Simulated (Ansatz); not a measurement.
## Ca₃BiP, space group Pm-3m: a relaxation of cell and ions, step by step

With Ansatz 0.2.0, Python API.

`ca3bip.cif`
```cif
data_Ca3BiP
_cell_length_a 5.417466
_cell_length_b 5.417466
_cell_length_c 5.417466
_cell_angle_alpha 90.00000
_cell_angle_beta 90.00000
_cell_angle_gamma 90.00000
_symmetry_space_group_name_H-M 'P 1'
_symmetry_Int_Tables_number 1
loop_
_symmetry_equiv_pos_as_xyz
'x, y, z'
loop_
_atom_site_label
_atom_site_type_symbol
_atom_site_fract_x
_atom_site_fract_y
_atom_site_fract_z
Ca1 Ca    0.000000    0.500000    0.500000
Ca2 Ca    0.500000    0.000000    0.500000
Ca3 Ca    0.500000    0.500000    0.000000
Bi4 Bi    0.000000    0.000000    0.000000
P5 P    0.500000    0.500000    0.500000
```

The cells in order, each with its output:

**Cell 1**
```python
import warnings

import ansatz as az
from ase import Atoms
from ase.data import atomic_numbers
from ase.io import read
from ase.io import write
import numpy as np
import spglib
```

**Cell 2**
```python
XC = "r2scan"
CUTOFF = 300
K_LENGTH = 27
SMEARING = "Fermi-Dirac"
SMEARING_WIDTH = 0.02
MAX_SCF = 100
EXTRA_BANDS = 16
```

**Cell 3**
```python
def edges_and_angles(cell):
    cell = np.asarray(cell)
    a, b, c = np.linalg.norm(cell, axis=1)
    cosines = cell[1] @ cell[2] / (b * c), cell[0] @ cell[2] / (a * c), cell[0] @ cell[1] / (a * b)
    return (a, b, c, *np.degrees(np.arccos(cosines)))

warnings.simplefilter("ignore", az.DeckWarning)
```

**Cell 4**
```python
atoms = read("ca3bip.cif")
structure = az.Crystal.from_ase(atoms)
```

**Cell 5**
```python
# every cell quantity that the symmetry leaves free
setup = (
    structure.calculation()
    .functional(XC)
    .basis(CUTOFF, density_ratio=4)
    .kpoints(length=K_LENGTH)
    .occupations(SMEARING, width=SMEARING_WIDTH)
    .scf(max_iterations=MAX_SCF, extra_bands=EXTRA_BANDS)
    .relax(max_steps=100, density_extrapolation="transplant", cell=True, stress_tolerance=0.05)
)
steps = []
```

**Cell 6**
```python
def collect(event):
    if event["event"] == "relax_step":
        steps.append(event["data"])
```

**Cell 7**
```python
result = setup.session().plan().execute(on_event=collect)
summary = result.report
```

**Cell 8**
```python
[(site.symbol, site.position_frac.round(4).tolist()) for site in result.lattice.sites]
```
Output:
```text
[(<Element.CA: 'Ca'>, [0.0, 0.5, 0.5]), (<Element.CA: 'Ca'>, [0.5, -0.0, 0.5]),
 (<Element.CA: 'Ca'>, [0.5, 0.5, 0.0]), (<Element.BI: 'Bi'>, [-0.0, -0.0, -0.0]),
 (<Element.P: 'P'>, [0.5, 0.5, 0.5])]
```

**Cell 9**
```python
result.lattice.cell_ang
```
Output:
```text
array([[ 5.40791763e+00, -1.00308851e-34,  1.12345913e-34],
       [-1.64506516e-34,  5.40791763e+00,  0.00000000e+00],
       [ 3.20988324e-35,  0.00000000e+00,  5.40791763e+00]])
```

**Cell 10**
```python
summary["kpoints_frac"][:4]
```
Output:
```text
[[0.0, 0.0, 0.0], [0.0, 0.0, 0.2], [0.0, 0.0, 0.4], [0.0, 0.2, 0.2]]
```

**Cell 11**
```python
print("step   energy (eV)     max comp. (eV/A)   P (GPa)  SCF")
for s in steps:
    print(f"{s['step']:4d} {s['lagrangian_ev']:15.5f} {s['allowed_force_max_ev_ang']:12.4f} {s['pressure_gpa']:10.3f} {s['n_scf']:5d}")
```
Output:
```text
step   energy (eV)     max comp. (eV/A)   P (GPa)  SCF
   1    -18640.77121       0.0000     -0.227     7
   2    -18640.78213       0.0000      0.082     5
   3    -18640.77941       0.0000     -0.000     5
   4    -18640.77322       0.0000     -0.065     5
   5    -18640.77543       0.0000     -0.009     5
   6    -18640.77336       0.0000     -0.018     5
```

**Cell 12**
```python
first, last = steps[0], steps[-1]
symbols = [site.symbol for site in result.lattice.sites]
print(f"energy gained {first['lagrangian_ev'] - last['lagrangian_ev']:.4f} eV in {len(steps) - 1} steps")
for label, vectors in (("before", first["cell_ang"]), ("after", result.lattice.cell_ang)):
    print(label, "a b c (A) {:.4f} {:.4f} {:.4f}  angles {:.2f} {:.2f} {:.2f}".format(*edges_and_angles(vectors)), f" V = {abs(np.linalg.det(vectors)):.3f} A^3")
print("final stress xx yy zz (GPa, compression positive):", np.round(np.diag(summary["stress_gpa"]), 3) + 0.0)
```
Output:
```text
energy gained 0.0021 eV in 5 steps
before a b c (A) 5.4175 5.4175 5.4175  angles 90.00 90.00 90.00  V = 158.997 A^3
after a b c (A) 5.4079 5.4079 5.4079  angles 90.00 90.00 90.00  V = 158.158 A^3
final stress xx yy zz (GPa, compression positive): [-0.018 -0.018 -0.018]
```

**Cell 13**
```python
relaxed = Atoms(symbols, positions=[site.position_ang for site in result.lattice.sites], cell=result.lattice.cell_ang, pbc=True)
write("relaxed.cif", relaxed, format="cif")
```

**Cell 14**
```python
fractions = [site.position_frac for site in result.lattice.sites]
numbers = [atomic_numbers[s] for s in symbols]
for tolerance in (1e-3, 1e-2, 1e-1):
    print(f"space group at {tolerance} A:", spglib.get_spacegroup((result.lattice.cell_ang, fractions, numbers), symprec=tolerance))
```
Output:
```text
space group at 0.001 A: Pm-3m (221)
space group at 0.01 A: Pm-3m (221)
space group at 0.1 A: Pm-3m (221)
```

**Cell 15**
```python
print("atom   start x y z (A)              end x y z (A)")
for symbol, a, b in zip(symbols, first["positions_ang"], last["positions_ang"]):
    print(f"{symbol:3s}", " ".join(f"{v:8.4f}" for v in a), "  ", " ".join(f"{v:8.4f}" for v in b))
```
Output:
```text
atom   start x y z (A)              end x y z (A)
Ca    0.0000   2.7087   2.7087     -0.0000   2.7040   2.7040
Ca    2.7087   0.0000   2.7087      2.7040  -0.0000   2.7040
Ca    2.7087   2.7087   0.0000      2.7040   2.7040   0.0000
Bi    0.0000   0.0000   0.0000     -0.0000  -0.0000  -0.0000
P     2.7087   2.7087   2.7087      2.7040   2.7040   2.7040
```

**Cell 16**
```python
print("relaxed fractional positions")
for site in result.lattice.sites:
    print(f"  {site.symbol:2s}", " ".join(f"{v % 1:8.5f}" for v in np.round(site.position_frac, 5)))
```
Output:
```text
relaxed fractional positions
  Ca  0.00000  0.50000  0.50000
  Ca  0.50000  0.00000  0.50000
  Ca  0.50000  0.50000  0.00000
  Bi  0.00000  0.00000  0.00000
  P   0.50000  0.50000  0.50000
```

**Cell 17**
```python
energy = summary["free_energy_ev"]
print("Ca3BiP: {:.6f} eV = {:.6f} Ry = {:.6f} Ha".format(energy, energy / 13.605693, energy / 27.211386))
print("Fermi level {:.4f} eV, {} k-points, {} symmetry operations".format(summary["fermi_energy_ev"], summary["n_kpoints"], summary["n_symmetry_ops"]))
```
Output:
```text
Ca3BiP: -18640.773362 eV = -1370.071584 Ry = -685.035792 Ha
Fermi level 7.1070 eV, 10 k-points, 48 symmetry operations
```

File `relaxed.cif` afterwards:
```cif
data_image0
_chemical_formula_structural       Ca3BiP
_chemical_formula_sum              "Ca3 Bi1 P1"
_cell_length_a       5.407917626668654
_cell_length_b       5.407917626668654
_cell_length_c       5.407917626668654
_cell_angle_alpha    90.0
_cell_angle_beta     90.0
_cell_angle_gamma    90.0

_space_group_name_H-M_alt    "P 1"
_space_group_IT_number       1

loop_
  _space_group_symop_operation_xyz
  'x, y, z'

loop_
  _atom_site_type_symbol
  _atom_site_label
  _atom_site_symmetry_multiplicity
  _atom_site_fract_x
  _atom_site_fract_y
  _atom_site_fract_z
  _atom_site_occupancy
  Ca  Ca1       1.0  1.8515824609540637e-37  0.5  0.5  1.0000
  Ca  Ca2       1.0  0.5  0.0  0.5  1.0000
  Ca  Ca3       1.0  0.5  0.5  2.7773737174119404e-38  1.0000
  Bi  Bi1       1.0  0.0  0.0  0.0  1.0000
  P   P1        1.0  0.5  0.5  0.5  1.0000
```

Reading the output:
- The settings weren't tested for convergence.
- The cutoff lies under the one recommended for these potentials.
- Forces vanish by symmetry, so the ions can't move, and the end may be a saddle.
- Under the recommended cutoff a pressure can be off by several GPa, even in sign.
- An absolute Fermi energy rests on an arbitrary zero of the periodic potential and has no direct meaning.
- Energies along a relaxation are free energies. Rows at an unchanged volume are solved on a plane-wave basis chosen afresh for that cell, so the energy jumps there and such rows are no steps of the walk.
- An opening on this mesh may only mean that it misses a point where bands touch.
- Spin-orbit coupling, which matters for elements this heavy, is left out.
- This cell is a computed structure, which may not be the phase found in nature.
- The script silences the warnings on its input, which a real study should read.
- Hardware and time: 9.3 s on 1 thread of AMD EPYC 9R45 96-Core Processor (Zen 5), with other jobs on the host, peak memory 0.64 GiB.

(Lines on the test bed's own set-up are left out of the output.)
